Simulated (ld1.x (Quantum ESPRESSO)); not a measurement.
# B: related potentials compared, part 2 of 2

One potential is built and tested. Then a few of its settings are changed, to learn what that costs or gains.

ld1.x (Quantum ESPRESSO) 7.5; first potential PBE, non-relativistic. Step numbers count through all parts.

**7. Variant: functional PBEsol; reference 2s2 2p0.75**

Input file B.in:

```
 &input
   title='B', zed=5., rel=0, dft='PBESOL', iswitch=3,
   config='[He] 2s2 2p0.75 3d-2',
   nld=3, rlderiv=4.10, eminld=-3.0, emaxld=5.0, deld=0.02
 /
 &inputp
   pseudotype=2, tm=.true., lloc=2,
   nlcc=.true., new_core_ps=.true., rcore=0.70,
   file_pseudopw='B.UPF', file_wfcaegen='ae.wfc', file_wfcncgen='nc.wfc', file_beta='beta', file_chi='chi'
 /
3
2S  1  0   2.00   0.00  1.00  1.00  0.0
2P  2  1   0.75   0.00  3.65  3.65  0.0
3D  3  2  -2.00   0.35  3.80  3.80  0.0
 &test
   configts(1)='2s2 2p0.75'
 /
```

On the command line:

```console
$ ld1.x < B.in > B.out
```

What the program wrote to B.out (without the banner and most projector matrices):

```text
     Program LD1 v.7.5
     --------------------------- All-electron run ----------------------------

     B

     atomic number is  5.00
     dft =PBESOL   lsd =0 sic =0 latt =0  beta=0.20 tr2=1.0E-14
     Exchange-correlation= PBESOL
                           (   1   4  10   8   0   0   0)
     mesh =1059 r(mesh) = 101.04461 a.u. xmin = -7.00 dx = 0.01250
     1 Ry =  13.60569312 eV

     n l     nl                  e(Ry)          e(Ha)          e(eV)
     1 0     1S 1( 2.00)       -13.3937        -6.6969      -182.2306
     2 0     2S 1( 2.00)        -0.8521        -0.4260       -11.5933
     2 1     2P 1( 0.75)        -0.4173        -0.2086        -5.6773

     final scf error:  6.2E-15 reached in  31 iterations

     Etot =     -48.840144 Ry,     -24.420072 Ha,    -664.504017 eV

     Ekin =      48.617247 Ry,      24.308623 Ha,     661.471339 eV
     Encl =    -112.407326 Ry,     -56.203663 Ha,   -1529.379589 eV
     Eh   =      22.147729 Ry,      11.073864 Ha,     301.335200 eV
     Exc  =      -7.197793 Ry,      -3.598897 Ha,     -97.930967 eV

     normalization and overlap integrals

     s(1S/1S) =  1.000000  <r> =   0.3304  <r2> =    0.1483  r(max) =   0.2103
     s(2S/2S) =  1.000000  <r> =   1.9151  <r2> =    4.3994  r(max) =   1.5152
     s(2P/2P) =  1.000000  <r> =   2.1535  <r2> =    5.9126  r(max) =   1.5343

     ------------------------ End of All-electron run ------------------------

     --------------------- Generating NC pseudopotential ---------------------

      Generating local pot.: lloc=2, matching radius rcloc =   3.8000

      Computing core charge for nlcc:

       r > 0.71 : true rho core
      Core charge pseudized with two Bessel functions
      Integrated core pseudo-charge :   0.96

      Wfc   2S  rcut= 0.991  Using Troullier-Martins method

      Wfc   2P  rcut= 3.635  Using Troullier-Martins method

     ------------------- End of pseudopotential generation -------------------

     [... the all-electron block is printed once more ...]


     Computing logarithmic derivative in   4.09322
     Computing logarithmic derivative in   4.09322
     Computing the partial wave expansion
     R is outside the sphere for l=    0 j= 0.00
     R is outside the sphere for l=    1 j= 0.00
       no projector for channel:   2

     ---------------------- Testing the pseudopotential ----------------------

     B

     atomic number is  5.00   valence charge is  3.00
     dft =PBESOL   lsd =0 sic =0 latt =0  beta=0.20 tr2=1.0E-14
     mesh =1059 r(mesh) = 101.04461 xmin = -7.00 dx = 0.01250

     n l     nl             e AE (Ry)        e PS (Ry)    De AE-PS (Ry)
     1 0     2S   1( 2.00)       -0.85209       -0.85209       -0.00000
     2 1     2P   1( 0.75)       -0.41727       -0.41727       -0.00000

     eps = 9.9E-17  iter =  4

     Etot =     -48.840144 Ry,     -24.420072 Ha,    -664.504017 eV
     Etotps =    -6.565248 Ry,      -3.282624 Ha,     -89.324745 eV

     Ekin =       2.110362 Ry,       1.055181 Ha,      28.712938 eV
     Encl =      -8.767069 Ry,      -4.383535 Ha,    -119.282054 eV
     Ehrt =       3.437169 Ry,       1.718585 Ha,      46.765069 eV
     Ecxc =      -3.048533 Ry,      -1.524267 Ha,     -41.477405 eV
     (Ecc =      -1.516087 Ry,      -0.758044 Ha,     -20.627418 eV)
     Epseu=      -0.297176 Ry,      -0.148588 Ha,      -4.043292 eV

     ---------------------- End of pseudopotential test ----------------------
```

It took 0.57 s on 1 thread, shared host. (Generation and the later configuration tests together.)

The new file went through the configuration test as well (its log is not shown).

Input file B.test.in:

```
 &input
   title='B', zed=5., rel=0, dft='PBESOL', iswitch=2,
   config='[He] 2s2 2p0.75 3d-2'
 /
 &test
   file_pseudo='B.UPF', nconf=8,
   configts(1)='2s2 2p0.75',
   configts(2)='2s2 2p1',
   configts(3)='2s2 2p0',
   configts(4)='2s1 2p0',
   configts(5)='2s0 2p3',
   configts(6)='2s2 2p0.5',
   configts(7)='2s1 2p1',
   configts(8)='2s1 2p2'
 /
```

Excitation and ionisation energies from 2s2 2p0.75, with the error of the potential. A star marks tests that logged a warning.

```csv
valence configuration,charge,ΔE all-electron (eV),error AE − PS (meV)
2s2 2p1,0,-1.150,+4.4
2s2 2p0,+1,6.992,+110
2s1 2p0 *,+2,32.247,+368
2s0 2p3,0,10.494,-93
2s2 2p0.5,+0.5,1.707,+7.9
2s1 2p1,+1,13.109,-85
2s1 2p2,0,4.663,-10
```

Compared with the first run, the loose cutoff stays at 60 Ry, the largest error in the tests that it solved is +368 meV (2s1 2p0), the bound ghost is gone and the phase difference near zero goes from 0.19 to 0.27 rad.

**8. Results**

The summary covers parts 1 to 2.

Cutoffs, loose and tight: the cutoffs (Ry, on a coarse ladder) from which the occupation-weighted sum of valence levels, in a spherical-Bessel basis at the reference potential, stays within 10 and 1 mRy of its value at 400 Ry; empty and scattering waves don't count. The number of plane waves in a given cell goes as the cutoff to the power 3/2; it is given for the loose cutoff, relative to the first potential. Test errors are all-electron less pseudo; runs with another core, reference, functional or relativity have tests of their own. The phase difference is the largest within 1 Ry of zero, over the channels with partial waves.

```csv
change,outcome,"cutoff, loose","cutoff, tight","plane waves, relative",bound ghosts,largest test error (meV),phase difference near zero (rad)
first potential,generated,60 Ry,140 Ry,1.00,s,+482,0.195
reference 2s2 2p0.75; waves 2s (bound): rc 0.74 bohr,generated,260 Ry,over 300 Ry,9.02,s,+394,0.259
functional PBEsol; reference 2s2 2p0.75,generated,60 Ry,140 Ry,1.00,none,+368,0.273
```

In words: 2 of the potentials share the lowest cutoff, 60 Ry; the highest cutoff read, 260 Ry, costs 9.0 times the plane waves. 2 of the 3 potentials written have a bound ghost.

The first potential by itself. It has a bound ghost (s), a state that the atom doesn't have, and that rules the file out. By total energies transferability is poor: the largest error is 482 meV on 33.6 eV, for 2s1 2p0. Freezing the core alone would shift it much less, so the error comes from the pseudisation. By its cutoff, 60 Ry for the looser tolerance, it is of middling hardness. The slowest occupied level is 2s: taken alone it needs 110 Ry to come within 1 mRy, against 12 Ry for 2p.
